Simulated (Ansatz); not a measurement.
# Alloy of CdS and ZnS (8 of 32 Cd sites exchanged), 64 atoms

Wanted: the relaxed alloy cell and its gap (PBEsol).

All numbers are computed with Ansatz 0.2.0 (PAW, plane waves).

## 1. The system as built

64 atoms (8 Zn, 24 Cd, 32 S); a = 11.415 Å, b = 11.415 Å, c = 11.415 Å, α = 90.00°, β = 90.00°, γ = 90.00°. All atoms were shaken off their sites by about 0.02 Å along each axis.

The runs, in order: (2) PBEsol cell relaxation at the single k point (¼, ¼, ¼), on 1 × NVIDIA GB300 Max-Q with 8 threads of Arm Neoverse-V2.

## 2. PBEsol relaxation of the cell and the positions

Input file in.yaml:

```yaml
crystal:
  lattice:
    - [11.414873, 0.000000, 0.000000]
    - [0.000000, 11.414873, 0.000000]
    - [0.000000, 0.000000, 11.414873]
  atoms:
    - { symbol: Zn, position: [0.998325, 0.000554, 0.004691] }
    - { symbol: Zn, position: [0.998851, 0.000645, 0.496882] }
    - { symbol: Zn, position: [0.998851, 0.499134, 0.000919] }
    - { symbol: Zn, position: [0.251834, 0.251704, 0.500910] }
    - { symbol: Zn, position: [0.251822, 0.998501, 0.750313] }
    - { symbol: Zn, position: [0.249595, 0.502067, 0.748210] }
    - { symbol: Zn, position: [0.998775, 0.247992, 0.749926] }
    - { symbol: Zn, position: [0.000665, 0.750713, 0.747570] }
    - { symbol: Cd, position: [0.997313, 0.499298, 0.498952] }
    - { symbol: Cd, position: [0.500665, 0.000177, 0.000132] }
    - { symbol: Cd, position: [0.497099, 0.998652, 0.501800] }
    - { symbol: Cd, position: [0.499521, 0.496106, 0.999632] }
    - { symbol: Cd, position: [0.500660, 0.500103, 0.500761] }
    - { symbol: Cd, position: [0.248102, 0.250236, 0.998740] }
    - { symbol: Cd, position: [0.249735, 0.746661, 0.995926] }
    - { symbol: Cd, position: [0.249242, 0.750989, 0.503302] }
    - { symbol: Cd, position: [0.751314, 0.250857, 0.995008] }
    - { symbol: Cd, position: [0.749861, 0.248768, 0.498910] }
    - { symbol: Cd, position: [0.750310, 0.748206, 0.997036] }
    - { symbol: Cd, position: [0.749655, 0.751455, 0.499465] }
    - { symbol: Cd, position: [0.250220, 0.001384, 0.248229] }
    - { symbol: Cd, position: [0.249714, 0.500810, 0.251019] }
    - { symbol: Cd, position: [0.750964, 0.002254, 0.249541] }
    - { symbol: Cd, position: [0.748611, 0.999897, 0.751049] }
    - { symbol: Cd, position: [0.751479, 0.499301, 0.251128] }
    - { symbol: Cd, position: [0.747020, 0.497289, 0.750866] }
    - { symbol: Cd, position: [0.998735, 0.249693, 0.253353] }
    - { symbol: Cd, position: [0.999165, 0.751761, 0.251851] }
    - { symbol: Cd, position: [0.499309, 0.250032, 0.249608] }
    - { symbol: Cd, position: [0.500055, 0.250319, 0.752892] }
    - { symbol: Cd, position: [0.501152, 0.747889, 0.250387] }
    - { symbol: Cd, position: [0.500526, 0.748715, 0.750716] }
    - { symbol: S, position: [0.125076, 0.125847, 0.125853] }
    - { symbol: S, position: [0.126023, 0.123846, 0.628844] }
    - { symbol: S, position: [0.124730, 0.626313, 0.123284] }
    - { symbol: S, position: [0.126976, 0.622710, 0.624649] }
    - { symbol: S, position: [0.627842, 0.123694, 0.123577] }
    - { symbol: S, position: [0.625515, 0.127558, 0.623848] }
    - { symbol: S, position: [0.624523, 0.623112, 0.126529] }
    - { symbol: S, position: [0.624621, 0.622790, 0.625533] }
    - { symbol: S, position: [0.375170, 0.374524, 0.125121] }
    - { symbol: S, position: [0.372637, 0.374931, 0.625764] }
    - { symbol: S, position: [0.377043, 0.874976, 0.127068] }
    - { symbol: S, position: [0.377875, 0.877791, 0.623838] }
    - { symbol: S, position: [0.875648, 0.374273, 0.125050] }
    - { symbol: S, position: [0.876023, 0.374307, 0.626735] }
    - { symbol: S, position: [0.875716, 0.872764, 0.123089] }
    - { symbol: S, position: [0.873503, 0.877024, 0.622912] }
    - { symbol: S, position: [0.375567, 0.123064, 0.375164] }
    - { symbol: S, position: [0.375772, 0.124586, 0.876282] }
    - { symbol: S, position: [0.378442, 0.626620, 0.373363] }
    - { symbol: S, position: [0.375877, 0.627236, 0.876140] }
    - { symbol: S, position: [0.877800, 0.125990, 0.373916] }
    - { symbol: S, position: [0.876417, 0.128960, 0.872501] }
    - { symbol: S, position: [0.875030, 0.628038, 0.376910] }
    - { symbol: S, position: [0.876781, 0.624174, 0.877433] }
    - { symbol: S, position: [0.126733, 0.371501, 0.376028] }
    - { symbol: S, position: [0.123765, 0.370915, 0.872915] }
    - { symbol: S, position: [0.127449, 0.876974, 0.377533] }
    - { symbol: S, position: [0.124613, 0.874140, 0.871643] }
    - { symbol: S, position: [0.625979, 0.378673, 0.373640] }
    - { symbol: S, position: [0.624985, 0.376713, 0.875741] }
    - { symbol: S, position: [0.623958, 0.876226, 0.377525] }
    - { symbol: S, position: [0.622266, 0.874107, 0.873698] }
  symmetry: { detect: false }
kpoints:
  mp_grid: { grid: [1, 1, 1], shift: [0.25, 0.25, 0.25] }
hamiltonian:
  xc: pbesol
scf:
  occupations: { method: fermi_dirac, width: 0.01 }
relax:
  f_tol: 0.03
  max_steps: 80
  escape_saddle: false
  adjacent_minimum: "off"
  cell: { fix: [shape] }
output:
  forces: true
  eigenvalues: true
  populations: true
```

On the command line:

```bash
> ansatz run in.yaml --threads 8 --pin off --max-ram 118750MiB --runs-dir r --events-out ev --progress --plain --backend cuda --devices 0,
```

What does the calculation give? Wanted: for each run, top filled to lowest empty.

**Answer**, as computed:

| level | time | top filled to lowest empty (eV) |
| --- | --- | --- |
| PBEsol, relaxation | 8.9 s (GPU) | 2.16 |

```
     quantity                                                                         value
   relaxation                                              5 recorded steps, 2.73 eV gained
largest shift                                                                  0.27 Å (S48)
 relaxed cell  a = 11.408 Å, b = 11.408 Å, c = 11.408 Å, α = 90.00°, β = 90.00°, γ = 90.00°
   mean bonds                                                      Cd–S 2.515, S–Zn 2.345 Å
```

**What this shows.** Relaxation gains 2.73 eV, with shifts up to 0.27 Å (S48), while the volume changes by -0.2 %. The mean lengths of the listed bonds run from S–Zn 2.35 Å to Cd–S 2.51 Å. With one k point the spacing samples only the states that fold onto it, so it can exceed the gap over the zone.
